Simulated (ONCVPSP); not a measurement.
# Ni: the cost of one run

Program: ONCVPSP 4.0.1.1 (patched build). Reference atom: PBE, scalar-relativistic, spherical and spin-unpolarised. All values are calculated.

## (1) Settings

Typed settings, in words:

```json
{"element": "nickel (Ni, Z = 28)", "type": "optimised norm-conserving Vanderbilt (ONCV)", "frozen core": "[Ne]", "valence charge": "18", "reference configuration": "3s2 3p6 3d8 4s2", "partial waves": "3s+4s: rc 1.20 bohr, ncon 3, nbas 7, qcut 7.7 1/bohr, 2 projectors; 3p: rc 0.85 bohr, ncon 4, nbas 7, qcut 9.7 1/bohr, 1 projector; 3d: rc 1.00 bohr, ncon 3, nbas 8, qcut 17.6 1/bohr, 2 projectors, debl 1.8 Ha", "local potential": "polynomial inside 0.70 bohr (lpopt 5, dvloc0 0 Ha)", "core correction": "Teter function, fcfact 3, rcfact 1.3"}
```

The outer shells as boxes (Hund's rule for the drawing; the calculation is spin-unpolarised):

```
[Ne] core
3s [↑↓]
3p [↑↓][↑↓][↑↓]
3d [↑↓][↑↓][↑↓][↑ ][↑ ]
4s [↑↓]
```

An earlier all-electron run gives the scale for the radii.

All-electron outer shells of the reference configuration (PBE, scalar-relativistic, ld1.x):

| shell | level (eV) | outermost node (bohr) | outermost maximum (bohr) |
| --- | --- | --- | --- |
| 2p | -844.68 | – | 0.16 |
| 3s | -111.06 | 0.30 | 0.64 |
| 3p | -71.39 | 0.27 | 0.65 |
| 3d | -8.87 | – | 0.63 |
| 4s | -5.64 | 0.92 | 2.24 |
| 4p | -1.22 | 1.00 | 3.17 |

## (2) Generating the potential

The input, Ni.dat:

```
# ATOM AND REFERENCE CONFIGURATION
# atsym  z   nc   nv     iexc    psfile
  Ni 28.00    3    4        4      upf
#
#   n    l    f
    1    0    2.00
    2    0    2.00
    2    1    6.00
    3    0    2.00
    3    1    6.00
    3    2    8.00
    4    0    2.00
#
# PSEUDOPOTENTIAL AND OPTIMIZATION
# lmax
    2
#
#   l,   rc,      ep,       ncon, nbas, qcut
    0    1.20    0.00    3    7    7.70
    1    0.85    0.00    4    7    9.70
    2    1.00    0.00    3    8   17.60
#
# LOCAL POTENTIAL
# lloc, lpopt,  rc(5),   dvloc0
    4    5    0.70    0.00
#
# VANDERBILT-KLEINMAN-BYLANDER PROJECTORs
# l, nproj, debl
    0    2    1.40
    1    1    0.40
    2    2    1.80
#
# MODEL CORE CHARGE
# icmod, fcfact, rcfact
    3    3.00    1.30
#
# LOG DERIVATIVE ANALYSIS
# epsh1, epsh2, depsh
   -6.00    5.00    0.04
#
# OUTPUT GRID
# rlmax, drl
    6.00    0.01
#
# TEST CONFIGURATIONS
# ncnf
    4
# nvcnf
#   n    l    f
    4
    3    0    2.00
    3    1    6.00
    3    2    8.00
    4    0    1.00
#
    4
    3    0    2.00
    3    1    6.00
    3    2    8.00
    4    0    0.00
#
    4
    3    0    2.00
    3    1    6.00
    3    2    7.00
    4    0    0.00
#
    4
    3    0    2.00
    3    1    6.00
    3    2    9.00
    4    0    1.00
#
```

Started as:

```sh
$ oncvpsp.x < Ni.dat > Ni.out
```

**Question.** How long does this run take on 1 thread of Neoverse-N1, shared host?

About 4.8 s.
